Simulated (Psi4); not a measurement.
# HfHCl3O (SMILES Cl[Hf](Cl)(Cl)O): levels of theory compared

We compute a comparison of 4 runs (B2PLYP/def2-SVP, DSD-PBEP86/def2-SVP, wB97M-V/def2-SVP, OMP2/def2-SVP) of HfHCl3O. 

The calculation is run with Psi4 1.11.

1 further run of the same task is left out (set aside as unsound or not needed).

## (1) The molecule

HfHCl3O has 6 atoms, charge 0, and is taken as a singlet. SMILES: `Cl[Hf](Cl)(Cl)O`. One bond was lengthened or shortened from a relaxed shape.

Bond lengths: Cl1–Hf2 2.687 Å, Hf2–Cl3 2.337 Å, Hf2–Cl4 2.337 Å, Hf2–O5 1.881 Å, O5–H6 0.953 Å. Angles: Cl1–Hf2–Cl3 109.7°, Cl1–Hf2–Cl4 109.7°, Cl1–Hf2–O5 109.2°, Cl3–Hf2–Cl4 109.7°, Cl3–Hf2–O5 109.2°, Cl4–Hf2–O5 109.2°, Hf2–O5–H6 179.9°.

## (2) A single-point energy at B2PLYP/def2-SVP (core potential, density fitting for correlation) (run 1)

calc.dat reads:

```
memory 2200 MB

molecule {
  Cl
  Hf 1 r2
  Cl 2 r3 1 a3
  Cl 2 r4 3 a4 1 d4
  O 2 r5 3 a5 4 d5
  H 5 r6 3 a6 2 d6

  r2 = 2.6874
  r3 = 2.336802
  a3 = 109.73162
  r4 = 2.33681
  a4 = 109.72529
  d4 = -120.63448
  r5 = 1.881468
  a5 = 109.21241
  d5 = -119.68612
  r6 = 0.95258
  a6 = 140.23899
  d6 = 179.91475
  units angstrom
  symmetry c1
  no_reorient
  no_com
}

set globals {
  puream true
  e_convergence 1e-09
  d_convergence 1e-08
  scf_type pk
  dft_radial_points 99
  dft_spherical_points 590
  num_frozen_docc 16
}

energy('b2plyp/def2-SVP')
```

Launch:

```sh
psi4 calc.dat calc.out -n 1
```

calc.out:

```text
[...]
    !!!  WARNING: ECP capability is in beta. Please check occupations closely.  !!!
[...]
  Running in c1 symmetry.
[...]
  Nuclear repulsion =  347.778888413957645
[...]
  Multiplicity = 1
[...]
  Nalpha       = 36
  Nbeta        = 36
[...]
    Number of basis functions: 105
[...]
   @RKS iter   1: -1503.11184235037103   -6.31365e-01   6.84573e-03 DIIS/ADIIS
[...]
   @RKS iter  12: -1503.34679377784664   -7.04858e-12   4.28276e-09 DIIS
[...]
    Orbital Energies [Eh]
    ---------------------
    Doubly Occupied:
       1A   -102.894171     2A   -102.894153     3A   -102.848383
       4A    -19.782124     5A     -9.928318     6A     -9.928311
       7A     -9.877873     8A     -7.571422     9A     -7.571414
      10A     -7.569435    11A     -7.569425    12A     -7.569214
      13A     -7.569207    14A     -7.521746    15A     -7.519122
      16A     -7.519021    17A     -2.755503    18A     -1.540272
      19A     -1.527831    20A     -1.522210    21A     -1.137115
      22A     -0.937719    23A     -0.930424    24A     -0.873019
      25A     -0.642999    26A     -0.479559    27A     -0.475340
      28A     -0.462668    29A     -0.444817    30A     -0.426027
      31A     -0.412884    32A     -0.411460    33A     -0.399851
      34A     -0.390156    35A     -0.353233    36A     -0.352669
[...]
  @RKS Final Energy: -1503.34679377784664
   => Energetics <=
    Nuclear Repulsion Energy =            347.7788884139576453
    One-Electron Energy =               -2783.1148238039440912
    Two-Electron Energy =                 979.5595817556388738
    DFT Exchange-Correlation Energy =     -47.5704401434990203
    Empirical Dispersion Energy =           0.0000000000000000
    VV10 Nonlocal Energy =                  0.0000000000000000
    Total Energy =                      -1503.3467937778466421
[...]
 Multipole Moments:
 ------------------------------------------------------------------------------------
     Multipole            Electronic (a.u.)      Nuclear  (a.u.)        Total (a.u.)
 ------------------------------------------------------------------------------------
 L = 1.  Multiply by 2.5417464519 to convert [e a0] to [Debye]
 Dipole X            :        -16.3719843           15.4255060           -0.9464783
 Dipole Y            :          9.3319044           -8.7926162            0.5392882
 Dipole Z            :         13.0872562          -11.9253301            1.1619261
 Magnitude           :                                                    1.5927100
[...]
```

Wall time 9.3 s (1 thread of Intel Xeon 6975P-C (Granite Rapids), shared host); peak memory 0.79 GiB.

## (3) The energy at DSD-PBEP86/def2-SVP (core potential, density fitting for correlation) (run 2)

calc.in reads:

```
memory 2.2 GB

molecule {
  0 1
  Cl     1.011720    -0.063626    -2.657942
  Hf    -0.022850    -0.350510    -0.194310
  Cl    -2.262380    -0.999350    -0.349730
  Cl     1.185990    -1.965090     0.985740
  O      0.084060     1.291990     0.717110
  H      0.138420     2.124020     1.177740
  units angstrom
  symmetry c1
  no_reorient
  no_com
}

set globals {
  basis def2-SVP
  puream true
  e_convergence 1e-09
  d_convergence 1e-08
  scf_type pk
  dft_radial_points 99
  dft_spherical_points 590
  num_frozen_docc 16
}

e_tot, wfn = energy('dsd-pbep86', return_wfn=True)
```

Launch:

```sh
psi4 calc.in calc.out -n 1
```

calc.out:

```text
[...]
    !!!  WARNING: ECP capability is in beta. Please check occupations closely.  !!!
[...]
  Running in c1 symmetry.
[...]
  Nuclear repulsion =  347.778877712656765
[...]
  Multiplicity = 1
[...]
  Nalpha       = 36
  Nbeta        = 36
[...]
    Number of basis functions: 105
[...]
   @RKS iter   1: -1502.27701489145943   -8.29725e-01   6.10168e-03 DIIS/ADIIS
[...]
   @RKS iter  12: -1502.47779031079926   -2.27374e-12   4.57341e-09 DIIS
[...]
    Orbital Energies [Eh]
    ---------------------
    Doubly Occupied:
       1A   -103.658550     2A   -103.658533     3A   -103.611276
       4A    -20.113366     5A    -10.195885     6A    -10.195880
       7A    -10.143860     8A     -7.766109     9A     -7.766102
      10A     -7.764251    11A     -7.764243    12A     -7.764093
      13A     -7.764087    14A     -7.714599    15A     -7.712469
      16A     -7.712400    17A     -2.867846    18A     -1.616170
      19A     -1.601458    20A     -1.594883    21A     -1.219540
      22A     -1.007244    23A     -0.999346    24A     -0.940255
      25A     -0.692943    26A     -0.526047    27A     -0.521683
      28A     -0.503237    29A     -0.484659    30A     -0.464892
      31A     -0.451591    32A     -0.450315    33A     -0.438138
      34A     -0.426977    35A     -0.390535    36A     -0.389758
[...]
  @RKS Final Energy: -1502.47779031079926
   => Energetics <=
    Nuclear Repulsion Energy =            347.7788777126567652
    One-Electron Energy =               -2782.6472122237469193
    Two-Electron Energy =                 960.7121121763051406
    DFT Exchange-Correlation Energy =     -28.3215679760140162
    Empirical Dispersion Energy =           0.0000000000000000
    VV10 Nonlocal Energy =                  0.0000000000000000
    Total Energy =                      -1502.4777903107990369
[...]
 Multipole Moments:
 ------------------------------------------------------------------------------------
     Multipole            Electronic (a.u.)      Nuclear  (a.u.)        Total (a.u.)
 ------------------------------------------------------------------------------------
 L = 1.  Multiply by 2.5417464519 to convert [e a0] to [Debye]
 Dipole X            :          0.8195831           -1.0633300           -0.2437469
 Dipole Y            :         82.6195661          -81.6802030            0.9393631
 Dipole Z            :         57.6028239          -56.2948355            1.3079884
 Magnitude           :                                                    1.6286956
[...]
```

Wall time 9 s (1 thread of Intel Xeon 6975P-C (Granite Rapids), shared host); peak memory 0.78 GiB.

Run 3 isn't shown in full; the table further down has it.

## (4) A single-point energy at OMP2/def2-SVP (core potential, density fitting for correlation) (run 4)

cl3hhfo.xyz reads:

```xyz
6
Cl3HHfO
Cl     1.011720    -0.063626    -2.657942
Hf    -0.022850    -0.350510    -0.194310
Cl    -2.262380    -0.999350    -0.349730
Cl     1.185990    -1.965090     0.985740
O      0.084060     1.291990     0.717110
H      0.138420     2.124020     1.177740
```

run_ase.py reads:

```python
import numpy as np
from ase.calculators.psi4 import Psi4
from ase.io import read

atoms = read('cl3hhfo.xyz')
calc = Psi4(atoms=atoms, method='omp2', basis='def2-SVP', memory='2200MB', num_threads=1, charge=0, multiplicity=1, label='calc')
calc.psi4.set_options({'puream': True, 'e_convergence': 1e-09, 'd_convergence': 1e-08, 'scf_type': 'pk', 'num_frozen_docc': 16})
atoms.calc = calc

print(f'energy: {atoms.get_potential_energy():.6f} eV')
```

Launch:

```sh
python run_ase.py
```

calc.dat:

```text
[...]
    !!!  WARNING: ECP capability is in beta. Please check occupations closely.  !!!
[...]
  Running in c1 symmetry.
[...]
  Nuclear repulsion =  347.778877712656765
[...]
  Multiplicity = 1
[...]
  Nalpha       = 36
  Nbeta        = 36
[...]
    Number of basis functions: 105
[...]
   @RHF iter   1: -1501.05058210125821   -9.97379e-01   5.76139e-03 DIIS/ADIIS
[...]
   @RHF iter  12: -1501.23819090212396   -7.95808e-12   4.87774e-09 DIIS
[...]
    Orbital Energies [Eh]
    ---------------------
    Doubly Occupied:
       1A   -104.808432     2A   -104.808416     3A   -104.759868
       4A    -20.607437     5A    -10.572571     6A    -10.572568
       7A    -10.518996     8A     -8.046474     9A     -8.046468
      10A     -8.044858    11A     -8.044851    12A     -8.044787
      13A     -8.044782    14A     -7.993026    15A     -7.991740
      16A     -7.991714    17A     -3.026324    18A     -1.717990
      19A     -1.700622    20A     -1.692982    21A     -1.326313
      22A     -1.095271    23A     -1.086676    24A     -1.025644
      25A     -0.754296    26A     -0.582849    27A     -0.578698
      28A     -0.548201    29A     -0.529350    30A     -0.508074
      31A     -0.494761    32A     -0.493592    33A     -0.480720
      34A     -0.467728    35A     -0.432271    36A     -0.431230
[...]
  @RHF Final Energy: -1501.23819090212396
   => Energetics <=
    Nuclear Repulsion Energy =            347.7788777126567652
    One-Electron Energy =               -2782.2929778249217634
    Two-Electron Energy =                 933.2759092101410943
    Total Energy =                      -1501.2381909021241881
[...]
 Multipole Moments:
 ------------------------------------------------------------------------------------
     Multipole            Electronic (a.u.)      Nuclear  (a.u.)        Total (a.u.)
 ------------------------------------------------------------------------------------
 L = 1.  Multiply by 2.5417464519 to convert [e a0] to [Debye]
 Dipole X            :         -1.3917003            1.1404472           -0.2512531
 Dipole Y            :         16.7455057          -15.8013716            0.9441340
 Dipole Z            :         15.7004288          -14.3696146            1.3308142
 Magnitude           :                                                    1.6509342
[...]
	Warning: cc_lambda option is changed to TRUE
	For this residual convergence, default PCG convergence is:     1.00e-07
[...]
	DF-MP2 Total Energy (a.u.)         : -1502.03214997757186
[...]
	DF-MP2 Total Energy (a.u.)         : -1502.04794354167393
[...]
	DF-OMP2 Total Energy (a.u.)        : -1502.04794354170645
[...]
```

On the terminal:

```text
energy: -40872.806419 eV
```

Wall time 44 s (1 thread of Intel Xeon 6975P-C (Granite Rapids), shared host); peak memory 0.45 GiB.

## (5) Overview of the runs

```
run                                                                  level  fitting correlation  frozen core orbitals   energy (Eh)  HOMO energy (eV)  LUMO energy (eV)  HOMO–LUMO gap (eV)  wall time
  1      B2PLYP/def2-SVP (core potential, density fitting for correlation)      density fitting                    16  -1503.611739             -9.60             -0.66                8.94      9.3 s
  2  DSD-PBEP86/def2-SVP (core potential, density fitting for correlation)      density fitting                    16  -1502.895480            -10.61              0.09               10.69        9 s
  3                                      wB97M-V/def2-SVP (core potential)                    –                     0  -1504.087954            -10.66              0.13               10.79       63 s
  4        OMP2/def2-SVP (core potential, density fitting for correlation)      density fitting                    16  -1502.047944            -11.73              1.48               13.22       44 s
```

## (6) Summary of results

```
                                           quantity           value
                                run 4: total energy  -1502.04794 Eh
         run 4: HOMO energy (Hartree–Fock orbitals)       -11.73 eV
         run 4: LUMO energy (Hartree–Fock orbitals)         1.48 eV
       run 4: HOMO–LUMO gap (Hartree–Fock orbitals)        13.22 eV
run 4: correlation energy (16 core orbitals frozen)      -809.8 mEh
```

**Reading.** Over runs 1, 2, 3 the HOMO–LUMO gap runs from 8.94 eV (B2PLYP/def2-SVP) to 10.79 eV (wB97M-V/def2-SVP). A double hybrid's value is that of its SCF part. Totals of different functionals can't be ranked against each other. All runs together took 2.1 min, the longest 63 s.
